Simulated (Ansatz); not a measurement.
# C2H6AlFSi: up Jacob's ladder to CCSD(T)

Aim: compute C2H6AlFSi with functionals from several rungs and with coupled cluster, and see how far each lands from CCSD(T) at the basis-set limit for the atomisation energy.

Program: Ansatz 0.2.0, Gaussian basis. Level of theory: functionals in def2-TZVPP, the program's frozen cores in correlated methods. These are calculated values, not measurements.

Levels to be run: PBE-D4, r2SCAN-D4, PBE0-D4, B3LYP-D4, ωB97X-V, ωB97M-V, B2PLYP; CCSD(T)/def2-TZVPP; MP2/def2-QZVPP; extrapolation to the limit.

## 1. Structure used throughout

The geometry comes from an earlier relaxation with PBE0-D4 in a triple-zeta def2 set; it is a stationary point, not always the lowest conformer.

SMILES `C=[CH][Al]([F])[SiH3]`, 11 atoms, charge 0, spin multiplicity 1.

Atoms are counted from 1 here; the program's logs count them from 0.

Bond lengths: C1–C2 1.336 Å, C1–H6 1.089 Å, C1–H7 1.088 Å, C2–Al3 1.930 Å, C2–H8 1.089 Å, Al3–F4 1.655 Å, Al3–Si5 2.450 Å, Si5–H9 1.491 Å, Si5–H10 1.491 Å, Si5–H11 1.488 Å. Angles: C2–C1–H6 122.0°, C2–C1–H7 123.1°, H6–C1–H7 114.9°, C1–C2–Al3 118.2°, C1–C2–H8 117.4°, Al3–C2–H8 124.3°, C2–Al3–F4 119.3°, C2–Al3–Si5 122.2°, F4–Al3–Si5 118.5°, Al3–Si5–H9 110.7°, Al3–Si5–H10 110.7°, Al3–Si5–H11 112.4°, H9–Si5–H10 106.9°, H9–Si5–H11 107.9°, H10–Si5–H11 107.9°.

## 2. PBE-D4 (GGA)

File in.yaml:

```yaml
crystal:
  periodic: [false, false, false]
  atoms:
    - {symbol: C, position_ang: [-0.001506, -0.742421, 1.895515]}
    - {symbol: C, position_ang: [-0.742333, -1.306604, 0.937902]}
    - {symbol: Al, position_ang: [-0.677421, -0.545057, -0.834657]}
    - {symbol: F, position_ang: [-1.583561, -1.223889, -2.041184]}
    - {symbol: Si, position_ang: [0.707603, 1.404819, -1.367805]}
    - {symbol: H, position_ang: [0.628759, 0.124876, 1.701748]}
    - {symbol: H, position_ang: [0.022011, -1.106580, 2.920913]}
    - {symbol: H, position_ang: [-1.345248, -2.170643, 1.213532]}
    - {symbol: H, position_ang: [0.317988, 2.574153, -0.528077]}
    - {symbol: H, position_ang: [2.144496, 1.126027, -1.081662]}
    - {symbol: H, position_ang: [0.594611, 1.808118, -2.795527]}
basis:
  gaussian: {orbitals: def2-TZVPP}
hamiltonian: {xc: pbe, dispersion: d4}
output: {forces: true, orbitals: {seedname: orbitals}}
```

Command:

```console
ansatz run in.yaml --threads 4 --pin off --events-out ev --progress --plain --max-ram 10444MiB
```

The runs that follow: r2SCAN-D4 (meta-GGA); PBE0-D4 (hybrid); B3LYP-D4 (hybrid); ωB97X-V (range-separated); ωB97M-V (range-separated); B2PLYP (double hybrid); CCSD(T) in def2-TZVPP; MP2 in def2-QZVPP.

Q: Predict the results of all the runs planned. Wanted: atomisation energy, CCSD(T)/CBS; farthest; mean size of error, hybrid; mean size of error, range-separated; gap, smallest and largest; T1 diagnostic; triples share of the correlation energy.

**Answer**, as computed:

| quantity | value |
| --- | --- |
| atomisation energy, CCSD(T)/CBS | 3985.0 kJ/mol |
| functionals within 19.9 kJ/mol (0.5 %) | r2SCAN-D4, B3LYP-D4, ωB97X-V, ωB97M-V |
| farthest | B2PLYP (-51.1 kJ/mol) |
| mean size of error, hybrid | 20.0 kJ/mol |
| mean size of error, range-separated | 5.4 kJ/mol |
| gap, smallest and largest | 4.04 eV (PBE-D4), 10.27 eV (ωB97X-V) |
| T1 diagnostic | 0.0132 |
| triples share of the correlation energy | 3.6 % |

In words: PBE-D4 is off by +27.4 kJ/mol. Double hybrids carry the basis error of their MP2 part in triple zeta, and no dispersion term here, so their miss is partly the set-up's. Misses under about 19.9 kJ/mol are within the doubt on the reference itself, which lacks core-valence correlation, relativity and higher excitations. Hartree-Fock recovers 76 % of the binding; the rest is correlation. Orbital gaps span 4.0 to 10.3 eV; exact exchange widens them.
